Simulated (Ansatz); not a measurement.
Born–Oppenheimer molecular dynamics of a periodic cell of 16 atoms, Na (start crystal Na, start structure bcc, volume 1.1 times the crystal's). It starts from a structure without forces on its atoms.

Computed with DFT PBE-D3(BJ), scalar-relativistic, plane waves, PAW (Ansatz 0.2.0). Settings: cutoff 420 eV, k mesh 1x1x1, fermi-dirac smearing 0.1 eV, no spin polarisation.

```
ensemble        : NVT, Langevin thermostat
time step       : 2 fs
steps asked     : 230
set temperature : 900 K
friction        : 0.02 /fs
seed            : 144766
```

Frames 20 fs apart, positions in Å, forces in eV/Å.

Velocities at 160.0 fs (Å/ps):

```
Na 3.76 -4.64 -0.30
Na 5.12 -4.10 -0.20
Na 0.86 7.96 4.04
Na -7.22 8.53 4.91
Na 4.82 4.07 -8.16
Na 0.21 9.69 9.36
Na -4.55 -1.36 -2.99
Na -0.09 -4.10 1.84
Na -1.41 -1.74 1.88
Na 0.85 -1.60 6.62
Na -2.61 2.49 -6.94
Na -5.48 2.02 0.48
Na -0.67 8.36 -1.40
Na 2.58 0.22 -0.31
Na 3.45 -1.32 -7.62
Na -1.79 -3.89 -2.10
```

```xyz
16
Lattice="8.7331 0.0000 0.0000 0.0000 8.7331 0.0000 0.0000 0.0000 8.7331" Properties=species:S:1:pos:R:3:forces:R:3 time_fs=160.0 energy_less_start_eV=1.190 T=560
Na -0.437 0.303 0.220 0.30 -0.03 0.07
Na 5.092 -0.778 0.187 -0.32 0.20 -0.09
Na -0.193 4.416 -0.220 -0.04 0.00 0.24
Na -0.030 0.328 4.594 0.05 0.02 -0.32
Na 2.425 1.823 2.064 -0.13 0.10 0.02
Na 4.170 3.577 -0.284 -0.07 0.35 0.00
Na 4.566 0.257 4.307 -0.04 -0.06 0.09
Na 6.271 2.407 1.894 0.03 -0.06 0.19
Na -0.288 4.239 3.865 0.19 -0.08 0.22
Na 2.227 7.088 1.694 -0.12 -0.19 0.16
Na 1.816 2.095 6.614 0.07 0.02 -0.01
Na 4.170 5.201 5.151 0.13 -0.15 -0.16
Na 6.857 6.747 2.603 -0.03 -0.02 -0.01
Na 6.662 2.167 6.809 -0.07 0.01 -0.24
Na 1.534 6.490 6.721 0.17 0.16 -0.03
Na 6.969 7.170 6.484 -0.11 -0.28 -0.12
16
Lattice="8.7331 0.0000 0.0000 0.0000 8.7331 0.0000 0.0000 0.0000 8.7331" Properties=species:S:1:pos:R:3:forces:R:3 time_fs=180.0 energy_less_start_eV=1.108 T=908
Na -0.378 0.113 0.236 0.22 0.14 -0.09
Na 5.121 -0.702 0.158 -0.43 0.20 -0.07
Na -0.213 4.642 -0.162 -0.05 -0.11 0.21
Na -0.102 0.460 4.611 0.01 -0.12 -0.31
Na 2.522 1.923 1.962 -0.18 0.02 0.08
Na 4.170 3.759 -0.209 -0.02 0.33 -0.07
Na 4.523 0.161 4.248 -0.08 -0.01 0.13
Na 6.276 2.368 1.949 0.05 -0.07 0.10
Na -0.237 4.178 3.829 0.13 0.05 0.16
Na 2.062 7.138 1.776 0.02 -0.20 0.16
Na 1.788 2.198 6.442 0.14 0.08 0.12
Na 4.081 5.159 5.181 0.24 -0.20 -0.26
Na 6.820 6.951 2.627 0.04 -0.20 0.07
Na 6.626 2.202 6.698 -0.06 0.03 -0.07
Na 1.615 6.444 6.536 0.00 0.23 0.04
Na 6.894 6.986 6.510 -0.03 -0.17 -0.21
16
Lattice="8.7331 0.0000 0.0000 0.0000 8.7331 0.0000 0.0000 0.0000 8.7331" Properties=species:S:1:pos:R:3:forces:R:3 time_fs=200.0 energy_less_start_eV=1.095 T=898
Na -0.197 -0.046 0.239 -0.06 0.33 -0.31
Na 5.104 -0.593 0.180 -0.39 0.18 -0.12
Na -0.268 4.806 -0.063 -0.04 -0.20 0.15
Na -0.246 0.496 4.655 0.10 -0.20 -0.27
Na 2.570 2.006 1.843 -0.21 -0.08 0.14
Na 4.116 3.941 -0.186 0.08 0.30 -0.08
Na 4.473 0.017 4.201 -0.15 0.01 0.15
Na 6.214 2.227 2.070 0.09 0.02 0.02
Na -0.139 4.176 3.725 0.07 0.09 0.12
Na 1.870 7.129 1.801 0.24 -0.25 0.28
Na 1.725 2.360 6.302 0.17 0.06 0.17
Na 4.178 5.021 5.146 0.15 -0.17 -0.31
Na 6.849 7.071 2.595 0.03 -0.30 0.11
Na 6.512 2.274 6.447 -0.07 0.07 0.12
Na 1.706 6.460 6.481 -0.03 0.20 0.03
Na 6.796 6.783 6.533 0.01 -0.06 -0.20
16
Lattice="8.7331 0.0000 0.0000 0.0000 8.7331 0.0000 0.0000 0.0000 8.7331" Properties=species:S:1:pos:R:3:forces:R:3 time_fs=220.0 energy_less_start_eV=1.195 T=972
Na -0.042 -0.096 0.229 -0.24 0.41 -0.39
Na 5.160 -0.507 0.327 -0.40 0.19 -0.28
Na -0.343 4.843 0.055 -0.01 -0.22 0.03
Na -0.334 0.409 4.678 0.18 -0.21 -0.23
Na 2.532 2.127 1.704 -0.17 -0.12 0.16
Na 4.090 4.068 -0.324 0.15 0.22 0.05
Na 4.346 -0.104 4.130 -0.14 0.03 0.14
Na 6.192 2.160 2.235 0.09 0.11 -0.04
Na -0.027 4.181 3.637 0.02 0.11 0.11
Na 1.748 7.062 1.834 0.38 -0.28 0.37
Na 1.641 2.619 6.208 0.12 -0.04 0.17
Na 4.283 4.964 5.136 0.05 -0.16 -0.44
Na 6.758 6.930 2.503 0.10 -0.30 0.23
Na 6.457 2.367 6.209 -0.06 0.06 0.20
Na 1.903 6.485 6.526 -0.13 0.18 0.04
Na 6.706 6.654 6.532 0.07 0.02 -0.11
16
Lattice="8.7331 0.0000 0.0000 0.0000 8.7331 0.0000 0.0000 0.0000 8.7331" Properties=species:S:1:pos:R:3:forces:R:3 time_fs=240.0 energy_less_start_eV=1.204 T=957
Na 0.067 -0.111 0.171 -0.31 0.29 -0.36
Na 5.088 -0.430 0.349 -0.34 0.11 -0.32
Na -0.285 4.848 0.106 -0.02 -0.24 -0.05
Na -0.375 0.395 4.743 0.26 -0.27 -0.22
Na 2.321 2.157 1.625 -0.02 -0.05 0.13
Na 4.097 4.153 -0.518 0.19 0.09 0.28
Na 4.291 -0.179 4.141 -0.16 -0.02 0.16
Na 6.070 1.929 2.343 0.19 0.30 -0.05
Na 0.083 4.305 3.656 -0.07 0.03 0.10
Na 1.798 6.997 1.881 0.34 -0.23 0.33
Na 1.680 2.830 6.200 0.02 -0.20 0.13
Na 4.369 4.795 4.978 -0.03 -0.08 -0.52
Na 6.662 6.691 2.426 0.05 -0.15 0.18
Na 6.362 2.320 6.064 -0.03 0.09 0.28
Na 2.054 6.373 6.556 -0.17 0.27 0.00
Na 6.601 6.540 6.534 0.11 0.06 -0.06
16
Lattice="8.7331 0.0000 0.0000 0.0000 8.7331 0.0000 0.0000 0.0000 8.7331" Properties=species:S:1:pos:R:3:forces:R:3 time_fs=260.0 energy_less_start_eV=1.315 T=1129
Na 0.157 -0.227 0.057 -0.25 0.24 -0.24
Na 5.079 -0.381 0.292 -0.29 -0.09 -0.31
Na -0.245 4.913 0.023 0.01 -0.29 -0.02
Na -0.258 0.324 4.698 0.24 -0.27 -0.21
Na 2.222 2.275 1.547 0.01 -0.07 0.11
Na 4.005 4.284 -0.640 0.30 -0.01 0.38
Na 4.263 -0.263 4.219 -0.21 -0.13 0.20
Na 5.794 1.665 2.414 0.34 0.50 -0.02
Na 0.240 4.358 3.637 -0.10 -0.06 0.15
Na 1.908 6.832 1.951 0.30 -0.10 0.20
Na 1.658 2.903 6.267 -0.03 -0.28 0.07
Na 4.455 4.685 4.770 -0.10 -0.09 -0.41
Na 6.712 6.441 2.461 -0.10 0.07 0.04
Na 6.355 2.134 5.989 -0.05 0.15 0.30
Na 2.153 6.329 6.550 -0.19 0.35 -0.11
Na 6.531 6.460 6.551 0.11 0.10 -0.11
16
Lattice="8.7331 0.0000 0.0000 0.0000 8.7331 0.0000 0.0000 0.0000 8.7331" Properties=species:S:1:pos:R:3:forces:R:3 time_fs=280.0 energy_less_start_eV=1.431 T=985
Na 0.174 -0.354 -0.019 -0.13 0.19 -0.09
Na 5.016 -0.332 0.242 -0.28 -0.25 -0.42
Na -0.191 4.896 -0.004 0.05 -0.22 -0.03
Na -0.168 0.139 4.592 0.16 -0.15 -0.14
Na 2.131 2.358 1.563 0.08 -0.14 0.01
Na 3.947 4.461 -0.682 0.29 -0.09 0.43
Na 4.276 -0.330 4.422 -0.20 -0.14 0.16
Na 5.567 1.453 2.388 0.38 0.59 0.10
Na 0.378 4.233 3.585 -0.17 -0.03 0.24
Na 2.115 6.698 2.191 0.16 0.00 0.00
Na 1.583 2.911 6.450 -0.02 -0.30 -0.03
Na 4.530 4.627 4.684 -0.19 -0.10 -0.34
Na 6.758 6.240 2.441 -0.17 0.18 0.00
Na 6.283 2.030 5.821 0.07 0.13 0.33
Na 2.200 6.432 6.455 -0.22 0.25 -0.13
Na 6.429 6.471 6.577 0.18 0.09 -0.10
16
Lattice="8.7331 0.0000 0.0000 0.0000 8.7331 0.0000 0.0000 0.0000 8.7331" Properties=species:S:1:pos:R:3:forces:R:3 time_fs=300.0 energy_less_start_eV=1.501 T=787
Na 0.191 -0.316 -0.091 -0.08 0.11 0.00
Na 4.887 -0.272 0.206 -0.26 -0.27 -0.42
Na -0.129 4.817 0.030 -0.02 -0.04 -0.04
Na -0.056 -0.157 4.551 0.07 0.01 -0.11
Na 1.966 2.496 1.654 0.25 -0.27 -0.11
Na 4.024 4.611 -0.579 0.19 -0.10 0.33
Na 4.216 -0.375 4.580 -0.12 -0.05 0.06
Na 5.420 1.424 2.402 0.32 0.50 0.13
Na 0.398 4.190 3.560 -0.25 0.04 0.41
Na 2.257 6.595 2.403 0.08 0.05 -0.17
Na 1.542 2.998 6.601 0.04 -0.33 -0.12
Na 4.511 4.528 4.572 -0.19 -0.05 -0.17
Na 6.751 6.110 2.455 -0.21 0.25 -0.05
Na 6.290 1.951 5.620 0.18 0.12 0.37
Na 2.207 6.512 6.350 -0.20 0.04 0.00
Na 6.380 6.589 6.589 0.20 -0.02 -0.11
16
Lattice="8.7331 0.0000 0.0000 0.0000 8.7331 0.0000 0.0000 0.0000 8.7331" Properties=species:S:1:pos:R:3:forces:R:3 time_fs=320.0 energy_less_start_eV=1.625 T=801
Na 0.198 -0.173 -0.210 -0.05 0.06 0.06
Na 4.732 -0.288 0.135 -0.24 -0.17 -0.30
Na -0.099 4.765 0.034 -0.06 0.07 -0.02
Na -0.034 -0.411 4.518 -0.03 0.13 -0.12
Na 2.076 2.656 1.750 0.34 -0.39 -0.25
Na 4.182 4.741 -0.464 0.05 -0.13 0.20
Na 4.001 -0.431 4.621 0.13 0.18 0.03
Na 5.332 1.403 2.455 0.30 0.34 0.01
Na 0.426 4.110 3.517 -0.43 0.09 0.53
Na 2.309 6.454 2.591 0.04 0.09 -0.36
Na 1.543 2.993 6.662 0.14 -0.29 -0.15
Na 4.455 4.395 4.431 -0.23 0.02 0.01
Na 6.610 5.962 2.467 -0.13 0.26 -0.08
Na 6.338 2.015 5.481 0.21 0.01 0.40
Na 2.205 6.560 6.277 -0.20 -0.21 0.21
Na 6.397 6.664 6.616 0.14 -0.07 -0.17
16
Lattice="8.7331 0.0000 0.0000 0.0000 8.7331 0.0000 0.0000 0.0000 8.7331" Properties=species:S:1:pos:R:3:forces:R:3 time_fs=340.0 energy_less_start_eV=1.795 T=842
Na 0.194 0.014 -0.295 -0.05 0.00 0.08
Na 4.613 -0.337 0.074 -0.21 -0.02 -0.15
Na -0.135 4.734 0.064 -0.03 0.06 -0.06
Na -0.006 -0.530 4.558 -0.15 0.23 -0.16
Na 2.255 2.865 1.862 0.35 -0.42 -0.39
Na 4.386 4.873 -0.367 -0.09 -0.22 0.10
Na 3.893 -0.425 4.673 0.23 0.31 0.00
Na 5.270 1.433 2.552 0.29 0.18 -0.16
Na 0.393 4.008 3.529 -0.59 0.07 0.55
Na 2.239 6.348 2.744 0.05 0.17 -0.49
Na 1.594 2.925 6.654 0.19 -0.20 -0.11
Na 4.413 4.390 4.325 -0.19 0.02 0.14
Na 6.521 5.923 2.417 -0.05 0.27 -0.03
Na 6.417 2.152 5.419 0.21 -0.03 0.43
Na 2.157 6.543 6.161 -0.16 -0.38 0.45
Na 6.337 6.712 6.559 0.20 -0.07 -0.19
16
Lattice="8.7331 0.0000 0.0000 0.0000 8.7331 0.0000 0.0000 0.0000 8.7331" Properties=species:S:1:pos:R:3:forces:R:3 time_fs=360.0 energy_less_start_eV=1.745 T=716
Na 0.130 0.205 -0.330 -0.05 -0.05 0.08
Na 4.477 -0.287 -0.096 -0.18 0.07 -0.02
Na -0.196 4.761 0.178 0.04 0.00 -0.13
Na 0.038 -0.572 4.528 -0.26 0.35 -0.14
Na 2.497 2.871 1.967 0.14 -0.29 -0.39
Na 4.569 4.857 -0.239 -0.13 -0.19 0.03
Na 3.864 -0.313 4.756 0.15 0.34 -0.02
Na 5.292 1.364 2.632 0.39 0.09 -0.21
Na 0.305 3.761 3.549 -0.45 0.09 0.35
Na 2.194 6.351 2.813 0.04 0.08 -0.51
Na 1.693 2.894 6.708 0.18 -0.13 -0.09
Na 4.359 4.373 4.312 -0.14 0.05 0.17
Na 6.497 5.976 2.463 -0.04 0.27 0.05
Na 6.464 2.346 5.508 0.17 -0.10 0.41
Na 2.145 6.571 6.096 -0.12 -0.47 0.58
Na 6.223 6.794 6.444 0.25 -0.11 -0.14
16
Lattice="8.7331 0.0000 0.0000 0.0000 8.7331 0.0000 0.0000 0.0000 8.7331" Properties=species:S:1:pos:R:3:forces:R:3 time_fs=380.0 energy_less_start_eV=1.584 T=1014
Na 0.066 0.388 -0.370 -0.06 -0.07 0.08
Na 4.362 -0.203 -0.297 -0.19 0.16 0.15
Na -0.170 4.748 0.135 0.01 0.00 -0.08
Na -0.070 -0.616 4.491 -0.22 0.36 -0.05
Na 2.671 2.912 2.045 -0.05 -0.19 -0.30
Na 4.613 4.813 -0.285 -0.10 -0.16 0.07
Na 3.872 -0.162 4.844 -0.06 0.32 -0.06
Na 5.380 1.234 2.631 0.42 0.07 -0.19
Na 0.085 3.551 3.541 -0.12 0.16 0.07
Na 2.147 6.498 2.739 0.07 -0.05 -0.38
Na 1.819 2.910 6.683 0.14 -0.13 -0.09
Na 4.352 4.409 4.384 -0.12 0.06 0.12
Na 6.474 6.082 2.525 -0.05 0.19 -0.04
Na 6.600 2.530 5.582 0.01 -0.17 0.42
Na 2.100 6.577 6.136 -0.09 -0.37 0.43
Na 6.004 6.868 6.382 0.43 -0.18 -0.14
```

Of the whole run (460 fs, mean temperature of the second half 958 K): A run of 0.46 ps of so small a system gives no equilibrium averages. Limits of this set-up: coarse k mesh.

Time of the run: 11 min on 1 thread of Arm Neoverse V2 (shared host), peak memory 0.59 GiB.
